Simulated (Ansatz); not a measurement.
# CaAl3Mo: the cost of one run

Computed with Ansatz 0.2.0 (DFT PBE, scalar-relativistic, plane waves, PAW, unless a step's input says otherwise).

**1. The structure to begin with**

Symmetry: P4mm, No. 99, tetragonal system. The conventional cell has a = 4.212 Å, b = 4.212 Å, c = 4.265 Å, α = 90.00°, β = 90.00°, γ = 90.00°. Around Ca (site symmetry 4mm) lie 12 Al at 2.95 to 3.04 Å. Around Al (site symmetry 4mm) lie 1 Mo at 1.96 Å. Al (site symmetry 2mm) has 2 Mo at 2.11 Å in its first shell of neighbours. Around Mo (site symmetry 4mm) lie 5 Al at 1.96 to 2.11 Å.

As a file:

```cif
data_structure
_symmetry_space_group_name_H-M 'P4mm'
_symmetry_Int_Tables_number 99
_cell_length_a 4.2123
_cell_length_b 4.2123
_cell_length_c 4.2651
_cell_angle_alpha 90.000
_cell_angle_beta 90.000
_cell_angle_gamma 90.000
_cell_volume 75.68
loop_
_atom_site_label
_atom_site_type_symbol
_atom_site_symmetry_multiplicity
_atom_site_Wyckoff_symbol
_atom_site_fract_x
_atom_site_fract_y
_atom_site_fract_z
_atom_site_occupancy
Ca1 Ca 1 a 0.00000 0.00000 0.00000 1
Al1 Al 1 b 0.50000 0.50000 0.97500 1
Al2 Al 2 c 0.00000 0.50000 0.48500 1
Mo1 Mo 1 b 0.50000 0.50000 0.51500 1
```

(A quick probe on a coarse mesh, which set the mesh and smearing, is not shown.)

**3. Rough relaxation on the coarse mesh**

File input.yaml:

```yaml
crystal:
  lattice:
    - [4.2122667754, 0.0, 0.0]
    - [0.0, 4.2122667754, 0.0]
    - [0.0, 0.0, 4.2650520734]
  atoms:
    - { symbol: Ca, position: [0.0, 0.0, 0.0] }
    - { symbol: Al, position: [0.5, 0.5, 0.975] }
    - { symbol: Al, position: [0.0, 0.5, 0.485] }
    - { symbol: Al, position: [0.5, 0.0, 0.485] }
    - { symbol: Mo, position: [0.5, 0.5, 0.515] }
basis:
  ecutwfc: 420
kpoints:
  mp_grid: { grid: [4, 4, 4] }
hamiltonian:
  xc: pbe
scf:
  occupations: { method: gaussian, width: 0.1 }
  lower_state_search: "off"
output:
  forces: true
  stress: true
  eigenvalues: true
relax:
  adjacent_minimum: "off"
  f_tol: 0.04
  max_steps: 70
  cell: { stress_tol: 0.4 }
```

Started as:

```console
> ansatz run input.yaml --threads 1 --pin off --max-ram 2560MiB --backend cpu --events-out ev --progress --plain --runs-dir out
```

What time and memory should one allow on 1 thread of Arm Neoverse V1, shared host?

About 36 s, with a peak of 0.35 GiB.
